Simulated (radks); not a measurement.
# Cu³⁺ in [Ne] 3s2 3p5 3d9: an all-electron calculation

What are the levels of the copper ion Cu3+, how large are its shells, and how does its energy divide?

Method: scalar-relativistic Kohn-Sham, BP86, spin-unpolarised, spherical densities, point nucleus. Code: radks (a radial shooting solver on a logarithmic mesh, Libxc functionals) version 1.

### 1 The atom as given

| Item | Value |
| --- | --- |
| element | copper (Z = 29) |
| charge | +3 |
| electrons | 26 |
| configuration | [Ne] 3s2 3p5 3d9 |

The outer shells:

Cu³⁺
```
[Ne] core
3s [↑↓]
3p [↑↓][↑↓][↑ ]
3d [↑↓][↑↓][↑↓][↑↓][↑ ]
```

### 2 The calculation

The run's settings:

```text
Z 29
configuration [Ne] 3s2 3p5 3d9
relativity scalar-relativistic
functional b88,p86
spin unpolarised
nucleus point
c 137.035999084
```

What does the calculation give?

As calculated:

```
                        quantity                 value
                    total energy   -1650.29992 hartree
exchange-correlation share of it                4.03 %
                            −T/E                1.0149
          highest occupied level        3d, -49.838 eV
    most extended occupied level  3d, <r> = 0.850 bohr
 radius at density 0.001 e/bohr³             2.65 bohr
    maxima of the radial density                     3
```

**Reading.** 3 principal shells are occupied and 3 maxima appear in the radial density. Relativity lifts −T/E to 1.015. This is not the tabulated ground configuration, so its levels and sizes aren't those of the ground state, and no measured value stands beside it.
